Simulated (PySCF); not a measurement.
**BBrH₂O₂: runs on many settings**

Aim: see how BBrH₂O₂ (`OB(O)Br`) answers to the choice of functional, basis, grid and SCF options.

Computed with PySCF 2.14.0, with density-fitted response routines of our own, on a single molecule, in the gas phase or a continuum. Atoms are numbered from 0 throughout.

## Step 1: The molecule as given

6 atoms, charge 0, multiplicity 1; geometry from: GFN2-xTB.

Bonds of the start (Å): O0–B1 1.33, B1–O2 1.34, B1–Br3 1.90, O0–H4 0.96, O2–H5 0.96.

## Step 2: Nuclear shieldings: PBE0/pcSseg-1

What the job is given:

```
{"job": {"kind": "nmr", "xc": "PBE0", "basis": "pcSseg-1"}, "charge": 0, "multiplicity": 1}
O      1.275332     0.506425     0.010168
B     -0.029759     0.228600    -0.005596
O     -0.490301    -1.031205    -0.002075
Br    -1.205985     1.723403    -0.037770
H      1.886753    -0.229405     0.027103
H     -1.432917    -1.195827    -0.013405
```

With the program's defaults for keys left out, this is: GIAO PBE0/pcSseg-1 NMR shielding, non-relativistic, gas phase.

Command:

```console
$ OMP_NUM_THREADS=1 python probes_run.py task.json out
```

This one command runs all jobs of the session in turn.

Standard output:

```text
coarse grid: 27816 points
cycle   1  E = -2749.8956896604  dE = -5.885e-01  |g| = 1.073e+00  |ddm| = 2.254e+00
cycle   2  E = -2749.7826960472  dE =  1.130e-01  |g| = 1.216e+00  |ddm| = 1.064e+00
cycle   3  E = -2750.0185355481  dE = -2.358e-01  |g| = 1.869e-01  |ddm| = 7.419e-01
cycle   4  E = -2750.0244956310  dE = -5.960e-03  |g| = 1.859e-02  |ddm| = 1.107e-01
cycle   5  E = -2750.0245250869  dE = -2.946e-05  |g| = 3.319e-03  |ddm| = 1.046e-02
cycle   6  E = -2750.0245272617  dE = -2.175e-06  |g| = 1.417e-03  |ddm| = 3.772e-03
final grid: 57448 points
cycle   7  E = -2750.0244884229  dE =  2.368e-07  |g| = 1.799e-03  |ddm| = 2.346e-03
cycle   8  E = -2750.0244878831  dE =  5.399e-07  |g| = 2.465e-03  |ddm| = 2.943e-03
cycle   9  E = -2750.0244891510  dE = -1.268e-06  |g| = 2.405e-04  |ddm| = 1.629e-03
cycle  10  E = -2750.0244891628  dE = -1.186e-08  |g| = 2.244e-05  |ddm| = 1.602e-04
cycle  11  E = -2750.0244891629  dE = -8.595e-11  |g| = 2.433e-06  |ddm| = 2.018e-05
converged SCF energy = -2750.0244891629

GIAO shielding tensors (ppm)
atom      isotropic    diamagn.    paramagn.     s11        s22        s33       span
  0 O      218.648     385.613    -166.964    128.353    259.626    267.965    139.612
  1 B       75.670     193.402    -117.732     69.131     75.452     82.428     13.297
  2 O      196.649     388.016    -191.367     92.648    230.864    266.435    173.787
  3 Br    2578.569    3124.990    -546.421   2292.389   2507.683   2935.635    643.246
  4 H       27.340      30.314      -2.974     20.951     21.797     39.274     18.323
  5 H       27.041      30.696      -3.656     20.848     24.468     35.806     14.958
```

It took 12 s on 1 thread of Arm Neoverse N1, shared host; peak memory 0.43 GiB.

Shifts follow as δ = σ(reference) − σ, with reference shieldings (ppm) from runs at the same level and on the same kind of geometry: 1H TMS 31.72, 17O H2O 336.1, 11B BF3·OEt2 100.1, 79Br HBr 2622. The references are single molecules in the gas phase, so shifts against H2O, NH3, PH3, H3PO4 or CFCl3 are not on the usual liquid scales and can be off by tens of ppm. Atoms listed in one row are averaged.

```tsv
atoms	environment	σ (ppm)	δ (ppm)
H4, H5	hydrogen on an oxygen bonded to B	27.19	4.53
O0, O2	oxygen bonded to B, H	207.6	128.4
B1	boron bonded to Br, 2 O	75.7	24.4
Br3	bromine bonded to B	2579	43
```

Charges from the same density, by scheme (e):

```tsv
atoms	Mulliken	IAO	Hirshfeld	ESP fit
O0, O2	-0.38	-0.54	-0.26	-0.60
B1	0.54	0.41	0.23	0.50
Br3	-0.29	-0.09	-0.10	-0.17
```

Mayer bond orders: O0–B1 1.26, B1–O2 1.25, B1–Br3 0.99.

## Step 3: Ultraviolet spectrum: PBE0/def2-SVPD

Settings changed since step 2:

```diff
@@ -1,2 +1,2 @@
-{"job": {"kind": "nmr", "xc": "PBE0", "basis": "pcSseg-1"}, "charge": 0, "multiplicity": 1}
+{"job": {"kind": "uv", "xc": "PBE0", "basis": "def2-SVPD", "nstates": 6, "ntriplets": 2}, "charge": 0, "multiplicity": 1}
 O      1.275332     0.506425     0.010168
```

With the program's defaults for keys left out, this is: TDDFT PBE0/def2-SVPD, vertical, gas phase, core orbitals frozen in the response.

Standard output:

```text
coarse grid: 27816 points
cycle   1  E = -2749.7757328570  dE = -4.774e-01  |g| = 7.924e-01  |ddm| = 3.206e+00
cycle   2  E = -2749.6501388266  dE =  1.256e-01  |g| = 1.140e+00  |ddm| = 1.596e+00
cycle   3  E = -2749.8907482785  dE = -2.406e-01  |g| = 5.577e-02  |ddm| = 9.716e-01
cycle   4  E = -2749.8914973070  dE = -7.490e-04  |g| = 1.907e-02  |ddm| = 1.039e-01
cycle   5  E = -2749.8915780733  dE = -8.077e-05  |g| = 6.281e-03  |ddm| = 3.215e-02
cycle   6  E = -2749.8915836532  dE = -5.580e-06  |g| = 1.017e-03  |ddm| = 8.151e-03
final grid: 57448 points
cycle   7  E = -2749.8915278507  dE =  8.048e-08  |g| = 1.187e-03  |ddm| = 2.881e-03
cycle   8  E = -2749.8915276349  dE =  2.157e-07  |g| = 1.529e-03  |ddm| = 3.109e-03
cycle   9  E = -2749.8915282061  dE = -5.711e-07  |g| = 1.712e-04  |ddm| = 1.657e-03
cycle  10  E = -2749.8915282112  dE = -5.105e-09  |g| = 2.274e-05  |ddm| = 1.677e-04
cycle  11  E = -2749.8915282113  dE = -1.178e-10  |g| = 3.097e-06  |ddm| = 2.676e-05
converged SCF energy = -2749.8915282113

Static polarisability (au): isotropic 43.603, principal 34.809 43.696 52.302

Singlet excitations
state   eV       nm        f      main configurations
  1   7.1037    174.5   0.05245   H->L 0.98
  2   7.2791    170.3   0.02544   H-1->L 0.98
  3   7.5377    164.5   0.00000   H->L+2 1.00
  4   7.9684    155.6   0.01541   H->L+1 0.67, H-1->L+2 0.24
  5   8.1354    152.4   0.00016   H-1->L+1 0.84, H-1->L+3 0.09
  6   8.1894    151.4   0.08609   H-1->L+2 0.62, H->L+3 0.19, H->L+1 0.11

Triplet excitations (Tamm-Dancoff, eV): 6.9565 7.1383
```

Wall time 14 s (1 thread of Arm Neoverse N1, shared host); peak memory 0.51 GiB.

Frontier orbitals and where they lie:

```tsv
orbital	eV	atoms
HOMO−3	-10.33	Br3 46 %, O2 28 %, B1 15 %
HOMO−2	-10.06	O0 45 %, O2 42 %, B1 8 %
HOMO−1	-8.57	Br3 82 %, B1 10 %, O0 4 %
HOMO	-8.38	Br3 84 %, B1 7 %, O2 5 %
LUMO	-0.21	B1 48 %, Br3 13 %, O2 12 %
LUMO+1	0.75	O2 27 %, Br3 24 %, O0 16 %
LUMO+2	0.83	B1 38 %, Br3 26 %, O2 17 %
```

With each of the 6 states as a Gaussian band of 0.4 eV half-width at 1/e, the curve within the window shown has maxima at 173 nm (ε 3,000), 152 nm (ε 4,000) L/(mol cm). Beyond the last state computed it falls off for lack of states. The curve at chosen wavelengths:

nm, ε (L/mol/cm) and a bar:
```
      146       2104 ###############
      148       3040 #######################
      150       3741 ############################
      151       3925 ##############################
      153       3905 ##############################
      155       3446 ##########################
      157       2773 ####################
      158       2439 ##################
      160       1909 #############
      162       1664 ###########
      164       1725 ############
      165       1851 #############
      167       2218 ################
      169       2620 ###################
      171       2925 ######################
      172       3010 ######################
      174       3014 ######################
      176       2805 #####################
      178       2433 ##################
      179       2209 ################
      181       1735 ############
      183       1282 ########
      185        894 #####
      186        732 ####
      188        471 ##
      190        289
```

Further results of this job:

```tsv
property	computed
dipole moment (D)	2.12
polarisability (Å³)	6.46
HOMO–LUMO gap (eV)	8.18
−ε(HOMO) (eV)	8.38
```

## Step 4: Shielding tensors: B97-2/pcSseg-1

What the job is given:

```
{"job": {"kind": "nmr", "xc": "B97-2", "basis": "pcSseg-1", "pop": false}, "charge": 0, "multiplicity": 1}
O      1.275332     0.506425     0.010168
B     -0.029759     0.228600    -0.005596
O     -0.490301    -1.031205    -0.002075
Br    -1.205985     1.723403    -0.037770
H      1.886753    -0.229405     0.027103
H     -1.432917    -1.195827    -0.013405
```

Method: GIAO B97-2/pcSseg-1 NMR shielding, non-relativistic, gas phase.

Standard output:

```text
coarse grid: 27816 points
cycle   1  E = -2750.9971657680  dE = -5.832e-01  |g| = 1.057e+00  |ddm| = 2.235e+00
cycle   2  E = -2750.8577645434  dE =  1.394e-01  |g| = 1.272e+00  |ddm| = 1.134e+00
cycle   3  E = -2751.1292851785  dE = -2.715e-01  |g| = 1.700e-01  |ddm| = 7.886e-01
cycle   4  E = -2751.1344463944  dE = -5.161e-03  |g| = 1.502e-02  |ddm| = 1.153e-01
cycle   5  E = -2751.1344916102  dE = -4.522e-05  |g| = 6.907e-03  |ddm| = 2.312e-02
cycle   6  E = -2751.1345015851  dE = -9.975e-06  |g| = 1.413e-03  |ddm| = 7.260e-03
final grid: 57448 points
cycle   7  E = -2751.1344243250  dE =  2.496e-07  |g| = 1.830e-03  |ddm| = 2.221e-03
cycle   8  E = -2751.1344237208  dE =  6.042e-07  |g| = 2.564e-03  |ddm| = 2.918e-03
cycle   9  E = -2751.1344249392  dE = -1.218e-06  |g| = 2.485e-04  |ddm| = 1.658e-03
cycle  10  E = -2751.1344249498  dE = -1.059e-08  |g| = 1.178e-05  |ddm| = 1.559e-04
cycle  11  E = -2751.1344249499  dE = -4.002e-11  |g| = 1.669e-06  |ddm| = 1.384e-05
converged SCF energy = -2751.1344249499

GIAO shielding tensors (ppm)
atom      isotropic    diamagn.    paramagn.     s11        s22        s33       span
  0 O      221.347     385.724    -164.378    134.279    262.231    267.530    133.251
  1 B       77.320     193.497    -116.177     71.644     77.636     82.680     11.035
  2 O      199.475     388.181    -188.706     99.894    230.882    267.650    167.755
  3 Br    2575.836    3126.252    -550.416   2291.021   2499.307   2937.179    646.158
  4 H       27.512      30.424      -2.911     21.119     21.968     39.450     18.331
  5 H       27.216      30.803      -3.587     21.011     24.648     35.988     14.977
```

Wall time 8.8 s (1 thread of Arm Neoverse N1, shared host); peak memory 0.45 GiB.

Key values: σ O0 210.4, B1 77.3, Br3 2576, H4 27.36 ppm (means over like atoms).

## Step 5: Indirect couplings: WP04/6-31G in cyclohexane

Settings changed since step 4:

```diff
@@ -1,2 +1,2 @@
-{"job": {"kind": "nmr", "xc": "B97-2", "basis": "pcSseg-1", "pop": false}, "charge": 0, "multiplicity": 1}
+{"job": {"kind": "j", "xc": "WP04", "basis": "6-31G", "solvent": "cyclohexane", "scf": {"conv": 1e-08, "damp": 0.2}}, "charge": 0, "multiplicity": 1}
 O      1.275332     0.506425     0.010168
```

Method: WP04/6-31G indirect spin-spin coupling, non-relativistic, IEF-PCM cyclohexane.

Standard output:

```text
damping 0.20 in the first 6 cycles
final grid: 57448 points
cycle   1  E = -2766.3832302921  dE = -3.398e-01  |g| = 1.287e+00  |ddm| = 2.643e+00
cycle   2  E = -2766.3715278114  dE =  1.170e-02  |g| = 1.265e+00  |ddm| = 1.642e+00
cycle   3  E = -2766.3733222614  dE = -1.794e-03  |g| = 1.256e+00  |ddm| = 1.554e+00
cycle   4  E = -2766.3135305476  dE =  5.979e-02  |g| = 1.361e+00  |ddm| = 1.656e+00
cycle   5  E = -2766.3104865589  dE =  3.044e-03  |g| = 1.378e+00  |ddm| = 1.752e+00
cycle   6  E = -2765.6225911301  dE =  6.879e-01  |g| = 2.277e+00  |ddm| = 2.551e+00
cycle   7  E = -2764.8857625838  dE =  7.368e-01  |g| = 2.969e+00  |ddm| = 3.482e+00
cycle   8  E = -2766.6609853355  dE = -1.775e+00  |g| = 1.591e-01  |ddm| = 1.926e+00
cycle   9  E = -2766.6656881391  dE = -4.703e-03  |g| = 9.870e-02  |ddm| = 3.314e-01
cycle  10  E = -2766.6685475190  dE = -2.859e-03  |g| = 1.987e-02  |ddm| = 1.654e-01
cycle  11  E = -2766.6686205697  dE = -7.305e-05  |g| = 7.538e-03  |ddm| = 2.256e-02
cycle  12  E = -2766.6686323332  dE = -1.176e-05  |g| = 1.870e-03  |ddm| = 9.096e-03
cycle  13  E = -2766.6686329813  dE = -6.481e-07  |g| = 2.340e-04  |ddm| = 2.059e-03
cycle  14  E = -2766.6686329963  dE = -1.498e-08  |g| = 3.474e-05  |ddm| = 4.462e-04
cycle  15  E = -2766.6686329966  dE = -3.506e-10  |g| = 3.249e-06  |ddm| = 6.106e-05
converged SCF energy = -2766.6686329966

Indirect spin-spin couplings (Hz)
  i      j    bonds     total        FC       PSO       DSO        SD
  0 O    1 B    1    -19.023   -22.812     4.222    -0.235    -0.199
  0 O    2 O    2     -0.657     0.437    -1.441    -0.004     0.351
  0 O    4 H    1    -79.039   -69.153    -9.400    -0.606     0.120
  0 O    5 H    3     -0.226    -0.883     0.177     0.410     0.071
  1 B    2 O    1    -15.988   -19.705     4.030    -0.233    -0.080
  1 B    4 H    2     -0.699     0.763    -0.687    -0.722    -0.053
  1 B    5 H    2      2.104     3.383    -0.622    -0.683     0.027
  2 O    4 H    3      0.194    -0.365     0.426    -0.020     0.153
  2 O    5 H    1    -87.419   -77.687    -9.209    -0.616     0.093
  4 H    5 H    4     -2.578    -0.180     0.583    -2.922    -0.059
```

Wall time 9.5 s (1 thread of Arm Neoverse N1, shared host); peak memory 0.45 GiB.

This basis has no tight s functions, so the Fermi-contact terms are rough.

A choice of the couplings up to four bonds, sorted by the number of bonds, with means over like pairs; isotopes 11B, 1H, 17O:

```tsv
pair	bonds	J (Hz)	Fermi contact (Hz)
O0–H4	1	-83.2	-73.4
O0–B1	1	-17.5	-21.3
H4–H5	4	-2.6	-0.2
```

The response was solved for the nuclei of B, H, O alone, so couplings that need other nuclei can be missing.

Quadrupole couplings from the field gradients of the same density:

```tsv
atom	isotope	eQq/h (MHz)	η
Br3	79Br	342.5	0.22
O0	17O	-8.957	0.17
O2	17O	-8.943	0.22
B1	11B	1.785	0.38
```

Shifts (PBE0/pcSseg-1, unscaled) and these couplings together give the proton spectrum at 500 MHz below. Couplings to quadrupolar nuclei are left out.

1H NMR δ 4.53 (br s, 2H).

## Step 6: Nuclear shieldings: PBE0/ANO-RCC-VDZP

What the job is given:

```
{"job": {"kind": "nmr", "xc": "PBE0", "basis": "ANO-RCC-VDZP", "pop": true, "scf": {"aux": "def2-qzvpp-jkfit"}}, "charge": 0, "multiplicity": 1}
O      1.275332     0.506425     0.010168
B     -0.029759     0.228600    -0.005596
O     -0.490301    -1.031205    -0.002075
Br    -1.205985     1.723403    -0.037770
H      1.886753    -0.229405     0.027103
H     -1.432917    -1.195827    -0.013405
```

Method: GIAO PBE0/ANO-RCC-VDZP NMR shielding, non-relativistic, gas phase.

ANO-RCC is contracted for a relativistic Hamiltonian, so without one its core functions misfit and properties at heavier nuclei are off.

Standard output:

```text
final grid: 57448 points
cycle   1  E = -2728.4030236542  dE =  5.926e-01  |g| = 8.183e-01  |ddm| = 3.426e+00
cycle   2  E = -2728.2549774438  dE =  1.480e-01  |g| = 1.203e+00  |ddm| = 1.331e+00
cycle   3  E = -2728.5304128231  dE = -2.754e-01  |g| = 4.570e-02  |ddm| = 8.171e-01
cycle   4  E = -2728.5309091819  dE = -4.964e-04  |g| = 1.312e-02  |ddm| = 6.427e-02
cycle   5  E = -2728.5309505967  dE = -4.141e-05  |g| = 4.476e-03  |ddm| = 1.733e-02
cycle   6  E = -2728.5309545676  dE = -3.971e-06  |g| = 1.698e-03  |ddm| = 5.407e-03
cycle   7  E = -2728.5309551629  dE = -5.954e-07  |g| = 4.223e-04  |ddm| = 1.471e-03
cycle   8  E = -2728.5309551953  dE = -3.233e-08  |g| = 1.436e-04  |ddm| = 4.312e-04
cycle   9  E = -2728.5309552004  dE = -5.094e-09  |g| = 1.889e-05  |ddm| = 1.469e-04
cycle  10  E = -2728.5309552005  dE = -1.019e-10  |g| = 2.934e-06  |ddm| = 2.227e-05
converged SCF energy = -2728.5309552005

GIAO shielding tensors (ppm)
atom      isotropic    diamagn.    paramagn.     s11        s22        s33       span
  0 O      222.020     374.286    -152.266    134.623    264.603    266.834    132.211
  1 B       80.118     195.162    -115.045     75.332     76.763     88.257     12.925
  2 O      199.790     375.112    -175.322    101.495    239.623    258.253    156.758
  3 Br    2704.897    3224.770    -519.873   2376.596   2591.937   3146.157    769.561
  4 H       26.977      32.870      -5.893     20.679     20.725     39.526     18.847
  5 H       26.286      33.517      -7.231     19.706     23.276     35.875     16.168
```

It took 15 s on 1 thread of Arm Neoverse N1, shared host; peak memory 0.45 GiB.

This run: σ O0 210.9, B1 80.1, Br3 2705, H4 26.63 ppm (means over like atoms).

## Step 7: Run by run: NMR shifts

Shifts (ppm), means over like atoms, with basis size and wall time:

```tsv
run	H4	O0	B1	functions	time
PBE0/pcSseg-1	4.53	128.4	24.4	102	12 s
B97-2/pcSseg-1	4.46	122.8	23.8	102	8.8 s
PBE0/ANO-RCC-VDZP	5.13	123.5	22.6	79	15 s
```

## Step 8: Outcome

| quantity | value |
| --- | --- |
| 1H shifts against TMS (PBE0/pcSseg-1, means over atoms taken as alike) | 4.53 ppm |
| 17O shifts against H2O (PBE0/pcSseg-1, means over atoms taken as alike) | 128.4 ppm |
| 11B shifts against BF3·OEt2 (PBE0/pcSseg-1) | 24.4 ppm |
| 79Br shifts against HBr (PBE0/pcSseg-1) | 43 ppm |
| lowest singlet (PBE0/def2-SVPD) | 7.10 eV (175 nm), f = 0.052 |
| brightest single state of those computed | state 6, 8.19 eV, f = 0.086 |
| lowest triplet | 6.96 eV |
| largest coupling of the table (WP04/6-31G) | 1J(O,H) O0–H4, -83.2 Hz |
| range of the shift of O0 | 122.8 to 128.4 ppm |

**Reading.** Single values in the summary come from the first run of each kind that ended normally (PBE0/pcSseg-1; PBE0/def2-SVPD; WP04/6-31G), which need not be the best level. At PBE0/pcSseg-1: The largest span, 643 ppm, is at Br3, where the paramagnetic term is -546 ppm. The lowest singlet, at 7.10 eV, is HOMO→LUMO 0.98 and is bright; of the 6 states computed, the strongest absorption comes from state 6 at 8.19 eV (the last computed, so partners may be missing). The lowest triplet lies 0.15 eV below the lowest singlet (triplets in Tamm-Dancoff, singlets in full TDDFT). Of the pairs tabulated at WP04/6-31G, O0–H4 (mean over like pairs) couples most strongly (-83.2 Hz; Fermi contact -73.4 Hz). Among the atoms with a shift in every run: Across the 3 runs the shift of O0 (with its like atoms) moves most, between 122.8 (B97-2/pcSseg-1) and 128.4 ppm (PBE0/pcSseg-1). Part of that comes from the computed reference. Spin-orbit coupling is left out, which matters for shieldings and couplings at and beside the heavy atoms. Couplings from bases without tight functions are rough.
